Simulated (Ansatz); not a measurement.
# BaFeO3: the cost of one run

Computed with Ansatz 0.2.0 (DFT PBEsol+U (U_eff = 5 eV on Fe d), plane waves, PAW, unless a step's input says otherwise).

The COD entry's cell or inner coordinates are ideal or old and differ from later refinements, so a difference from it is no clean test against experiment.

### Step 1. The system as given

The structure is cubic, space group Pm-3m (No. 221). Conventional cell: a = 4.020 Å, b = 4.020 Å, c = 4.020 Å, α = 90.00°, β = 90.00°, γ = 90.00°. Ba (site symmetry m-3m) is surrounded by 12 O at 2.84 Å. Fe (site symmetry m-3m) has 6 O at 2.01 Å as nearest neighbours. O (site symmetry 4/mmm) is surrounded by 2 Fe at 2.01 Å and 4 Ba at 2.84 Å.

Structure file:

```
Ba Fe O
1.0
     4.02000    0.00000    0.00000
     0.00000    4.02000    0.00000
     0.00000    0.00000    4.02000
Ba Fe O
1 1 3
Direct
  0.00000 0.00000 0.00000
  0.50000 0.50000 0.50000
  0.50000 0.50000 0.00000
  0.00000 0.50000 0.50000
  0.50000 0.00000 0.50000
```

An earlier series on this cell reached its lowest free state from «ferromagnetic start, free, symmetry kept, no search», perhaps among other starts.

### Step 2. Site moments held (series factor 0.8; the input gives the size)

input.yaml

```yaml
crystal:
  lattice:
    - [4.01999983, 0.0, 0.0]
    - [0.0, 4.01999983, 0.0]
    - [0.0, 0.0, 4.01999983]
  atoms:
    - { symbol: Ba, position: [0.0, 0.0, 0.0] }
    - { symbol: Fe, position: [0.5, 0.5, 0.5], spin: 2.95 }
    - { symbol: O, position: [0.5, 0.5, 0.0] }
    - { symbol: O, position: [0.0, 0.5, 0.5] }
    - { symbol: O, position: [0.5, 0.0, 0.5] }
basis:
  ecutwfc: 420
  ecutrho_ratio: 4
kpoints:
  mp_grid: { grid: [5, 5, 5] }
hamiltonian:
  xc: pbesol
  hubbard:
    sites:
      - { site: 1, l: d, u_eff: 5.0, starting_ns: [{ spin: up, occupation_matrix: s1up }, { spin: down, occupation_matrix: s1down }] }
    occupation_matrices:
      s1up:
        matrix:
          - [0.02, 0.0, 0.0, 0.0, 0.0]
          - [0.0, 0.97, 0.0, 0.0, 0.0]
          - [0.0, 0.0, 0.97, 0.0, 0.0]
          - [0.0, 0.0, 0.0, 0.97, 0.0]
          - [0.0, 0.0, 0.0, 0.0, 0.97]
      s1down:
        matrix:
          - [0.02, 0.0, 0.0, 0.0, 0.0]
          - [0.0, 0.02, 0.0, 0.0, 0.0]
          - [0.0, 0.0, 0.02, 0.0, 0.0]
          - [0.0, 0.0, 0.0, 0.02, 0.0]
          - [0.0, 0.0, 0.0, 0.0, 0.02]
    ns_hold: { iters: 8 }
scf:
  occupations: { method: gaussian, width: 0.05 }
  lower_state_search: "off"
  max_iter: 150
output:
  forces: true
  stress: true
  eigenvalues: true
  populations: true
  hubbard: { sites: [{ site: 1, l: d }] }
magnetization:
  spin_polarized: true
  spin_locking: { lock_spins: true }
```

The typed matrices put 0.97 on the chosen orbitals and 0.02 on the others, and are held for 8 cycles. The lock stays on to the end, so the result is a constrained state.

On the command line:

```console
> ansatz run input.yaml --threads 4 --pin off --max-ram 6144MiB --backend cpu --events-out ev --progress --plain --runs-dir out
```

Q: Estimate wall time and peak memory on 4 threads of Arm Neoverse V1, shared host.

About 11 s, with a peak of 0.42 GiB.
